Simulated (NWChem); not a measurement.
# the pair BH3···BH2ClO: a chain of runs

We compute a single-point energy (singlet B2H5ClO, CAM-B3LYP-D3(BJ)/6-31+G*), then the energy (singlet BH3, CAM-B3LYP-D3(BJ)/6-31+G*), then the energy (singlet BH2ClO, CAM-B3LYP-D3(BJ)/6-31+G*), then the energy (singlet BH3, CAM-B3LYP-D3(BJ)/6-31+G*), then a single-point energy (singlet BH2ClO, CAM-B3LYP-D3(BJ)/6-31+G*) of B2ClH5O and its partners. 

Program for the calculation: NWChem 7.3.0.

### 1 Starting point

B2H5ClO: 9 atoms, total charge 0, spin state singlet. The two molecules were placed rigidly side by side, at 1 times their contact distance; the pair isn't optimised.

Bond lengths: O5–B6 1.340 Å, B6–Cl7 1.766 Å, B1–H2 1.193 Å, B1–H3 1.193 Å, B1–H4 1.193 Å, O5–H8 0.963 Å, B6–H9 1.189 Å. Angles: O5–B6–Cl7 121.0°, O5–B6–H9 119.8°, Cl7–B6–H9 119.2°, B6–O5–H8 113.9°, H2–B1–H3 120.0°, H2–B1–H4 120.0°, H3–B1–H4 120.0°.

### 2 The energy at CAM-B3LYP-D3(BJ)/6-31+G(d) (spherical functions) (run 1)

Input file calc.nw:

```
start calc
title "B2ClH5O CAM-B3LYP"
memory total 2200 mb

geometry units angstrom noautosym nocenter noautoz
 B        0.000030      -0.000030      -0.000050
 H        0.968320       0.396780       0.573850
 H       -0.290070      -1.156720       0.048050
 H       -0.678280       0.759980      -0.621850
 O        1.062660       4.047640       3.163840
 B        0.518940       3.578600       2.032800
 Cl       0.278210       4.629700       0.633990
 H        1.295850       4.981090       3.126310
 H        0.191250       2.437990       1.963420
end

basis spherical bse
 * library 6-31+G*
end

dft
 xc xcamb88 1.00 lyp 0.81 vwn_5 0.19 hfexch 1.00
 cam 0.33 cam_alpha 0.19 cam_beta 0.46
 disp vdw 4
 grid fine
 convergence energy 1e-08
 direct
 maxiter 100
 mulliken
 noprint "final vectors analysis"
end

task dft energy
```

The run is started by

```console
nwchem calc.nw > calc.out
```

The log of the run:

```text
[...]
          Wavefunction type:  closed shell.
          No. of atoms     :     9
          No. of electrons :    40
[...]
          Charge           :     0
          Spin multiplicity:     1
[...]
          AO basis - number of functions:    86
[...]
              XC Information
              --------------
                     Hartree-Fock (Exact) Exchange  1.000
                   CAM-Becke88 Exchange Functional  1.000
                      VWN V Correlation Functional  0.190 local
              Lee-Yang-Parr Correlation Functional  0.810
[...]
 d= 0,ls=0.0,diis     1   -588.0251187641 -7.09D+02  1.01D-02  6.02D-01     3.9
[...]
 d= 0,ls=0.0,diis     9   -588.1018473148 -4.12D-09  6.16D-07  3.91D-09    34.1
         Total DFT energy =     -588.101847314831
      One electron energy =    -1048.404614142347
           Coulomb energy =      385.927496886167
    Exchange-Corr. energy =      -46.765470205947
 Nuclear repulsion energy =      121.144124657043
    Dispersion correction =       -0.003384509746
[...]
      Total Density - Mulliken Population Analysis
     ---------------------------------------------
    Atom       Charge   Shell Charges
 -----------   ------   -------------------------------------------------------
    1 B    5     5.05   2.00  0.61  1.38  0.51  0.42  0.03  0.07  0.03
    2 H    1     0.99   0.52  0.47
    3 H    1     0.98   0.52  0.47
    4 H    1     0.98   0.52  0.46
    5 O    8     8.67   2.00  0.90  2.96  0.91  1.65  0.06  0.16  0.02
    6 B    5     4.69   2.00  0.58  1.42  0.27  0.25  0.04  0.02  0.11
    7 Cl  17    17.16   2.00  2.00  5.97  1.39  3.68  0.54  1.48  0.01  0.07  0.02
    8 H    1     0.51   0.46  0.05
    9 H    1     0.98   0.52  0.46
[...]
```

Wall time 35 s (1 thread of Intel Xeon Platinum 8488C (Sapphire Rapids), shared host); peak memory 0.12 GiB.

### 3 BH3: the energy at CAM-B3LYP-D3(BJ)/6-31+G(d) (spherical functions) (run 2)

Input file work.nw:

```
start work
title "BH3"
memory total 2200 mb

geometry units angstrom noautosym nocenter noautoz
 B      0.000030    -0.000030    -0.000050
 H      0.968320     0.396780     0.573850
 H     -0.290070    -1.156720     0.048050
 H     -0.678280     0.759980    -0.621850
end

basis spherical bse
 * library 6-31+G*
end

dft
 xc xcamb88 1.00 lyp 0.81 vwn_5 0.19 hfexch 1.00
 cam 0.33 cam_alpha 0.19 cam_beta 0.46
 disp vdw 4
 grid fine
 convergence energy 1e-08
 direct
 maxiter 100
 mulliken
 noprint "final vectors analysis"
end

task dft energy
```

The run is started by

```console
nwchem work.nw > work.out
```

The log of the run:

```text
[...]
          Wavefunction type:  closed shell.
          No. of atoms     :     4
          No. of electrons :     8
[...]
          Charge           :     0
          Spin multiplicity:     1
[...]
          AO basis - number of functions:    24
[...]
              XC Information
              --------------
                     Hartree-Fock (Exact) Exchange  1.000
                   CAM-Becke88 Exchange Functional  1.000
                      VWN V Correlation Functional  0.190 local
              Lee-Yang-Parr Correlation Functional  0.810
[...]
 d= 0,ls=0.0,diis     1    -26.5690997901 -3.40D+01  1.00D-02  6.87D-02     0.2
[...]
 d= 0,ls=0.0,diis     6    -26.5826064891 -4.50D-09  1.20D-06  8.00D-11     0.9
         Total DFT energy =      -26.582606489115
      One electron energy =      -49.056930955477
           Coulomb energy =       20.163154557512
    Exchange-Corr. energy =       -5.107130700475
 Nuclear repulsion energy =        7.418843803241
    Dispersion correction =       -0.000543193916
[...]
      Total Density - Mulliken Population Analysis
     ---------------------------------------------
    Atom       Charge   Shell Charges
 -----------   ------   -------------------------------------------------------
    1 B    5     5.05   2.00  0.61  1.38  0.51  0.42  0.03  0.06  0.03
    2 H    1     0.98   0.52  0.47
    3 H    1     0.98   0.52  0.47
    4 H    1     0.98   0.52  0.47
[...]
```

It took 1.8 s on 1 thread of Intel Xeon Platinum 8488C (Sapphire Rapids), shared host; peak memory 0.11 GiB.

### 4 BH2ClO: a single-point energy at CAM-B3LYP-D3(BJ)/6-31+G(d) (spherical functions) (run 3)

Input file geom.nw:

```
start geom
title "BClH2O CAM-B3LYP"
memory 2200 mb
geometry units angstrom noautosym nocenter noautoz
  O        1.062660       4.047640       3.163840
  B        0.518940       3.578600       2.032800
  Cl       0.278210       4.629700       0.633990
  H        1.295850       4.981090       3.126310
  H        0.191250       2.437990       1.963420
end
basis spherical bse
  * library 6-31+G*
end
dft
  xc xcamb88 1.00 lyp 0.81 vwn_5 0.19 hfexch 1.00
  cam 0.33 cam_alpha 0.19 cam_beta 0.46
  disp vdw 4
  grid fine
  convergence energy 1e-08
  direct
  iterations 100
  mulliken
  print low
end
task dft
```

The run is started by

```console
nwchem geom.nw > geom.out
```

The log of the run:

```text
[...]
 d= 0,ls=0.0,diis     1   -561.4554375176 -6.46D+02  1.33D-02  5.33D-01     1.6
[...]
 d= 0,ls=0.0,diis     9   -561.5185963874 -4.43D-09  7.87D-07  2.74D-09    12.6
         Total DFT energy =     -561.518596387362
      One electron energy =     -941.314490172433
           Coulomb energy =      336.732727110587
    Exchange-Corr. energy =      -41.656489730534
 Nuclear repulsion energy =       84.721603415989
    Dispersion correction =       -0.001947010971
[...]
      Total Density - Mulliken Population Analysis
     ---------------------------------------------
    Atom       Charge   Shell Charges
 -----------   ------   -------------------------------------------------------
    1 O    8     8.67   2.00  0.90  2.96  0.91  1.65  0.06  0.16  0.02
    2 B    5     4.69   2.00  0.58  1.42  0.28  0.26  0.04  0.01  0.11
    3 Cl  17    17.16   2.00  2.00  5.97  1.39  3.68  0.54  1.48  0.01  0.07  0.02
    4 H    1     0.51   0.46  0.04
    5 H    1     0.97   0.52  0.45
[...]
```

Run time: 14 s. Hardware: 1 thread of Intel Xeon Platinum 8488C (Sapphire Rapids), shared host; peak memory 0.11 GiB.

### 5 BH3 among ghost functions: a single-point energy at CAM-B3LYP-D3(BJ)/6-31+G(d) (spherical functions, with ghost functions) (run 4)

Input file bh3.nw:

```
start bh3
title "BH3"
memory total 2200 mb
charge 0

geometry noautosym nocenter noautoz
  B        0.000030      -0.000030      -0.000050
  H        0.968320       0.396780       0.573850
  H       -0.290070      -1.156720       0.048050
  H       -0.678280       0.759980      -0.621850
  bqO      1.062660     4.047640     3.163840
  bqB      0.518940     3.578600     2.032800
  bqCl     0.278210     4.629700     0.633990
  bqH      1.295850     4.981090     3.126310
  bqH      0.191250     2.437990     1.963420
end

basis "ao basis" spherical bse
  B library 6-31+G*
  H library 6-31+G*
  bqO library O 6-31+G*
  bqB library B 6-31+G*
  bqCl library Cl 6-31+G*
  bqH library H 6-31+G*
end

dft
  xc xcamb88 1.00 lyp 0.81 vwn_5 0.19 hfexch 1.00
  cam 0.33 cam_alpha 0.19 cam_beta 0.46
  disp vdw 4
  grid fine
  convergence energy 1e-08
  direct
  iterations 100
  mulliken
  print low
end

task dft
```

The run is started by

```console
nwchem bh3.nw > bh3.out
```

The log of the run:

```text
[...]
 d= 0,ls=0.0,diis     1    -26.5691578288 -3.40D+01  2.81D-03  6.91D-02     2.3
[...]
 d= 0,ls=0.0,diis     6    -26.5826805015 -4.70D-09  3.52D-07  8.78D-11    16.8
         Total DFT energy =      -26.582680501468
      One electron energy =      -49.055904630157
           Coulomb energy =       20.161765818951
    Exchange-Corr. energy =       -5.106842299586
 Nuclear repulsion energy =        7.418843803241
    Dispersion correction =       -0.000543193916
[...]
      Total Density - Mulliken Population Analysis
     ---------------------------------------------
    Atom       Charge   Shell Charges
 -----------   ------   -------------------------------------------------------
    1 B    5     5.05   2.00  0.61  1.38  0.51  0.41  0.04  0.07  0.03
    2 H    1     0.98   0.52  0.47
    3 H    1     0.98   0.52  0.47
    4 H    1     0.98   0.52  0.46
    5 X    0    -0.00  -0.00 -0.00 -0.00  0.00  0.00  0.00 -0.00  0.00
    6 X    0    -0.01   0.00  0.00 -0.00 -0.00  0.00 -0.00 -0.00 -0.00
    7 X    0     0.00   0.00  0.00  0.00  0.00 -0.00 -0.00 -0.00  0.00 -0.00 -0.00
    8 X    0    -0.00   0.00 -0.00
    9 X    0     0.00  -0.00  0.00
[...]
```

It took 18 s on 1 thread of Intel Xeon Platinum 8488C (Sapphire Rapids), shared host; peak memory 0.12 GiB.

### 6 BH2ClO among ghost functions: the energy at CAM-B3LYP-D3(BJ)/6-31+G(d) (spherical functions, with ghost functions) (run 5)

Input file bclh2o.nw:

```
START bclh2o
memory total 2200 mb

GEOMETRY noautosym nocenter noautoz
   O     1.062660    4.047640    3.163840
   B     0.518940    3.578600    2.032800
   Cl    0.278210    4.629700    0.633990
   H     1.295850    4.981090    3.126310
   H     0.191250    2.437990    1.963420
   bqB      0.000030    -0.000030    -0.000050
   bqH      0.968320     0.396780     0.573850
   bqH     -0.290070    -1.156720     0.048050
   bqH     -0.678280     0.759980    -0.621850
END

BASIS spherical bse
   O library 6-31+G*
   B library 6-31+G*
   Cl library 6-31+G*
   H library 6-31+G*
   bqB library B 6-31+G*
   bqH library H 6-31+G*
END

DFT
   xc xcamb88 1.00 lyp 0.81 vwn_5 0.19 hfexch 1.00
   cam 0.33 cam_alpha 0.19 cam_beta 0.46
   disp vdw 4
   grid fine
   convergence energy 1e-08
   direct
   maxiter 100
   mulliken
   noprint "final vectors analysis"
END

TASK dft energy
```

The run is started by

```console
nwchem bclh2o.nw > bclh2o.out
```

The log of the run:

```text
[...]
          Wavefunction type:  closed shell.
          No. of atoms     :     9
          No. of electrons :    32
[...]
          Charge           :     0
          Spin multiplicity:     1
[...]
          AO basis - number of functions:    86
[...]
              XC Information
              --------------
                     Hartree-Fock (Exact) Exchange  1.000
                   CAM-Becke88 Exchange Functional  1.000
                      VWN V Correlation Functional  0.190 local
              Lee-Yang-Parr Correlation Functional  0.810
[...]
 d= 0,ls=0.0,diis     1   -561.4554936718 -6.46D+02  9.67D-03  5.34D-01     3.5
[...]
 d= 0,ls=0.0,diis     9   -561.5186743229 -4.43D-09  5.74D-07  2.78D-09    32.1
         Total DFT energy =     -561.518674322905
      One electron energy =     -941.313471599268
           Coulomb energy =      336.731441033670
    Exchange-Corr. energy =      -41.656300162325
 Nuclear repulsion energy =       84.721603415989
    Dispersion correction =       -0.001947010971
[...]
      Total Density - Mulliken Population Analysis
     ---------------------------------------------
    Atom       Charge   Shell Charges
 -----------   ------   -------------------------------------------------------
    1 O    8     8.67   2.00  0.90  2.96  0.91  1.65  0.06  0.16  0.02
    2 B    5     4.70   2.00  0.58  1.42  0.28  0.26  0.04  0.02  0.11
    3 Cl  17    17.16   2.00  2.00  5.97  1.39  3.68  0.54  1.48  0.01  0.07  0.02
    4 H    1     0.51   0.46  0.05
    5 H    1     0.97   0.52  0.45
    6 X    0    -0.00   0.00  0.00  0.00 -0.00  0.00 -0.00 -0.00  0.00
    7 X    0     0.00   0.00  0.00
    8 X    0     0.00  -0.00  0.00
    9 X    0    -0.00   0.00 -0.00
[...]
```

It took 33 s on 1 thread of Intel Xeon Platinum 8488C (Sapphire Rapids), shared host; peak memory 0.12 GiB.

### 7 Results

| quantity | value |
| --- | --- |
| run 1, CAM-B3LYP-D3(BJ)/6-31+G*: total energy | -588.10185 Eh |
| run 1, CAM-B3LYP-D3(BJ)/6-31+G*: dipole moment | 1.15 D |
| run 1, CAM-B3LYP-D3(BJ)/6-31+G*: dispersion energy | -8.89 kJ/mol |
| BH3: total energy | -26.58261 Eh |
| BH3: dipole moment | 0.00 D |
| BH3: dispersion energy | -1.43 kJ/mol |
| BH2ClO: total energy | -561.51860 Eh |
| BH2ClO: dispersion energy | -5.11 kJ/mol |
| BH3 among ghost functions: total energy | -26.58268 Eh |
| BH3 among ghost functions: dispersion energy | -1.43 kJ/mol |
| BH2ClO among ghost functions: total energy | -561.51867 Eh |
| BH2ClO among ghost functions: dipole moment | 1.14 D |
| BH2ClO among ghost functions: dispersion energy | -5.11 kJ/mol |
| interaction energy of the rigid parts BH3 and BH2ClO (parts in their own basis; closest atoms 2.59 Å apart) | -0.018 eV |
| interaction energy of the rigid parts BH3 and BH2ClO (parts in the whole basis, counterpoise; closest atoms 2.59 Å apart) | -0.013 eV |

**Reading.** The interaction energy of the rigid parts BH3 and BH2ClO (parts in their own basis; closest atoms 2.59 Å apart) is −0.02 eV (−1.7 kJ/mol). Without counterpoise this holds the superposition error of the basis. The interaction energy of the rigid parts BH3 and BH2ClO (parts in the whole basis, counterpoise; closest atoms 2.59 Å apart) is −0.01 eV (−0.3 kcal/mol). The basis-set superposition error is 0.4 kJ/mol. Mulliken charges (run 1, CAM-B3LYP-D3(BJ)/6-31+G*) run from -0.67 on O5 to +0.49 on H8; in a basis this large or diffuse they mean little. Mulliken charges (BH2ClO) run from -0.67 on O1 to +0.49 on H4; in a basis this large or diffuse they mean little.
